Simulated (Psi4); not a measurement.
**SnHCl3O (SMILES [OH][Sn]([Cl])([Cl])[Cl]): MP2/def2-SVP (density fitting, core potential, density fitting for correlation, sweep point 2)**

What is the vertical ionisation energy of SnHCl3O at MP2/def2-SVP (density fitting, core potential, density fitting for correlation, sweep point 2)? 

The calculation is run with Psi4 1.11.

## (1) The molecule

The species is SnHCl3O (6 atoms), meant as a singlet with charge 0. SMILES: `[OH][Sn]([Cl])([Cl])[Cl]`. The shape is that of a PBE0-D4/def2-TZVP optimisation.

Bond lengths: O1–Sn2 1.932 Å, Sn2–Cl3 2.281 Å, Sn2–Cl4 2.296 Å, Sn2–Cl5 2.296 Å, O1–H6 0.962 Å. Angles: O1–Sn2–Cl3 106.3°, O1–Sn2–Cl4 110.7°, O1–Sn2–Cl5 110.6°, Cl3–Sn2–Cl4 110.5°, Cl3–Sn2–Cl5 110.6°, Cl4–Sn2–Cl5 108.2°, Sn2–O1–H6 113.2°.

## (2) The energy at MP2/def2-SVP (density fitting, core potential, density fitting for correlation, sweep point 2)

The input, input.in:

```
memory 1600 mb

molecule m {
  0 1
  O     -1.27424233     0.90234422     2.57683054
  Sn     0.47602201    -0.37983495    -0.35885899
  Cl     3.64943909    -2.89071405     1.12495396
  Cl    -2.22118409    -2.66697048    -2.87143885
  Cl     2.08814737     2.88353309    -2.71969384
  H     -2.63824664     2.03051072     2.16109080
  units au
  symmetry c1
}

set {
  basis def2-SVP
  puream true
  scf_type df
  num_frozen_docc 20
}

energy("mp2")
print_variables()
```

Started as:

```
$ psi4 -n 1 input.in input.out
```

input.out:

```text
[...]
    !!!  WARNING: ECP capability is in beta. Please check occupations closely.  !!!
[...]
  Running in c1 symmetry.
[...]
  Nuclear repulsion =  508.647711443003288
[...]
  Multiplicity = 1
[...]
  Nalpha       = 41
  Nbeta        = 41
[...]
    Number of basis functions: 99
[...]
   @DF-RHF iter   1: -1666.81204436562302   -1.93133e+00   5.36218e-03 ADIIS/DIIS
[...]
   @DF-RHF iter  11: -1666.94335634155073   -2.63753e-11   9.65587e-09 DIIS
[...]
    Orbital Energies [Eh]
    ---------------------
    Doubly Occupied:
       1A   -104.815064     2A   -104.814871     3A   -104.814664
       4A    -20.584795     5A    -10.577667     6A    -10.577481
       7A    -10.577444     8A     -8.052222     9A     -8.052041
      10A     -8.052034    11A     -8.049406    12A     -8.049364
      13A     -8.049217    14A     -8.049176    15A     -8.049098
      16A     -8.049081    17A     -5.974637    18A     -4.166765
      19A     -4.166299    20A     -4.164053    21A     -1.453831
      22A     -1.440748    23A     -1.440595    24A     -1.430438
      25A     -1.430435    26A     -1.304961    27A     -1.116236
      28A     -1.090242    29A     -1.089624    30A     -0.723296
      31A     -0.644295    32A     -0.564772    33A     -0.558404
      34A     -0.534855    35A     -0.516102    36A     -0.492012
[...]
  @DF-RHF Final Energy: -1666.94335634155073
   => Energetics <=
    Nuclear Repulsion Energy =            508.6477114430032884
    One-Electron Energy =               -3399.3239122244085593
    Two-Electron Energy =                1223.7328444398547163
    Total Energy =                      -1666.9433563415507251
[...]
 Multipole Moments:
 ------------------------------------------------------------------------------------
     Multipole            Electronic (a.u.)      Nuclear  (a.u.)        Total (a.u.)
 ------------------------------------------------------------------------------------
 L = 1.  Multiply by 2.5417464519 to convert [e a0] to [Debye]
 Dipole X            :         -4.6600926            4.1792017           -0.4808910
 Dipole Y            :          3.3978632           -3.0013746            0.3964886
 Dipole Z            :          8.1033165           -8.2076016           -0.1042851
 Magnitude           :                                                    0.6319294
[...]
```

It took 4.2 s on 1 thread of Intel Xeon Platinum 8259CL at 2.50GHz (Skylake/Cascade Lake), shared host; peak memory 0.25 GiB.

## (3) The doublet cation at the same level

The input, cl3hosn.dat:

```
memory 1.6 GB

molecule system {
  1 2
  O     -1.27424233     0.90234422     2.57683054
  Sn     0.47602201    -0.37983495    -0.35885899
  Cl     3.64943909    -2.89071405     1.12495396
  Cl    -2.22118409    -2.66697048    -2.87143885
  Cl     2.08814737     2.88353309    -2.71969384
  H     -2.63824664     2.03051072     2.16109080
  units au
  symmetry c1
}

set basis def2-SVP
set reference uhf
set puream true
set scf_type df
set num_frozen_docc 20
set maxiter 100

energy_value = energy("mp2")
print_variables()
```

Started as:

```
$ psi4 -n 1 cl3hosn.dat cl3hosn.out
```

cl3hosn.out:

```text
[...]
    !!!  WARNING: ECP capability is in beta. Please check occupations closely.  !!!
[...]
  Running in c1 symmetry.
[...]
  Nuclear repulsion =  508.647711443003288
[...]
  Multiplicity = 2
[...]
  Nalpha       = 41
  Nbeta        = 40
[...]
    Number of basis functions: 99
[...]
   @DF-UHF iter   1: -1666.35021613307981   -1.46950e+00   5.29752e-03 ADIIS/DIIS
[...]
   @DF-UHF iter  41: -1666.50793428434145   -3.02407e-11   8.50875e-09 DIIS
[...]
   @S^2 Observed:                8.339684108E-01
[...]
    Orbital Energies [Eh]
    ---------------------
    Alpha Occupied:
       1A   -105.105005     2A   -105.104235     3A   -104.984624
       4A    -20.759047     5A    -10.866047     6A    -10.865276
       7A    -10.746341     8A     -8.351562     9A     -8.350747
      10A     -8.335750    11A     -8.334989    12A     -8.334154
      13A     -8.333395    14A     -8.220628    15A     -8.217593
      16A     -8.217464    17A     -6.173796    18A     -4.368097
      19A     -4.364592    20A     -4.361673    21A     -1.648595
      22A     -1.644696    23A     -1.639368    24A     -1.629925
      25A     -1.628437    26A     -1.476800    27A     -1.393174
      28A     -1.377580    29A     -1.260513    30A     -0.917289
      31A     -0.854269    32A     -0.802780    33A     -0.790486
      34A     -0.781590    35A     -0.767756    36A     -0.748276
[...]
  @DF-UHF Final Energy: -1666.50793428434145
   => Energetics <=
    Nuclear Repulsion Energy =            508.6477114430032884
    One-Electron Energy =               -3381.2642208612851391
    Two-Electron Energy =                1206.1085751339405761
    Total Energy =                      -1666.5079342843414452
  UHF NO Occupations:
  HONO-2 :   39  A 1.9987939
  HONO-1 :   40  A 1.9599142
  HONO-0 :   41  A 1.0000000
  LUNO+0 :   42  A 0.0400858
  LUNO+1 :   43  A 0.0012061
[...]
 Multipole Moments:
 ------------------------------------------------------------------------------------
     Multipole            Electronic (a.u.)      Nuclear  (a.u.)        Total (a.u.)
 ------------------------------------------------------------------------------------
 L = 1.  Multiply by 2.5417464519 to convert [e a0] to [Debye]
 Dipole X            :         -5.0767000            4.1792017           -0.8974984
 Dipole Y            :          3.7644516           -3.0013746            0.7630771
 Dipole Z            :          6.8271967           -8.2076016           -1.3804049
 Magnitude           :                                                    1.8147473
[...]
```

Run time: 7.5 s. Hardware: 1 thread of Intel Xeon Platinum 8259CL at 2.50GHz (Skylake/Cascade Lake), shared host; peak memory 0.26 GiB.

## (4) What came out

Level: MP2/def2-SVP (density fitting, core potential, density fitting for correlation, sweep point 2), 20 core orbitals frozen.

| quantity | value |
| --- | --- |
| singlet SnHCl3O: total energy | -1667.62910 Eh |
| singlet SnHCl3O: HOMO energy (Hartree–Fock orbitals) | -12.95 eV |
| singlet SnHCl3O: LUMO energy (Hartree–Fock orbitals) | 1.26 eV |
| singlet SnHCl3O: HOMO–LUMO gap (Hartree–Fock orbitals) | 14.21 eV |
| singlet SnHCl3O: correlation energy (20 core orbitals frozen) | -685.7 mEh |
| doublet cation: total energy | -1667.18920 Eh |
| doublet cation: HOMO energy (Hartree–Fock orbitals) (highest over α and β) | -16.93 eV |
| doublet cation: LUMO energy (Hartree–Fock orbitals) (lowest over α and β) | -10.62 eV |
| doublet cation: correlation energy (20 core orbitals frozen) | -681.3 mEh |
| doublet cation: ⟨S²⟩ of the reference determinant | 0.834 |
| vertical ionisation energy (to the doublet cation) | 11.970 eV |

In words: The vertical ionisation energy comes to 11.97 eV (1155 kJ/mol).
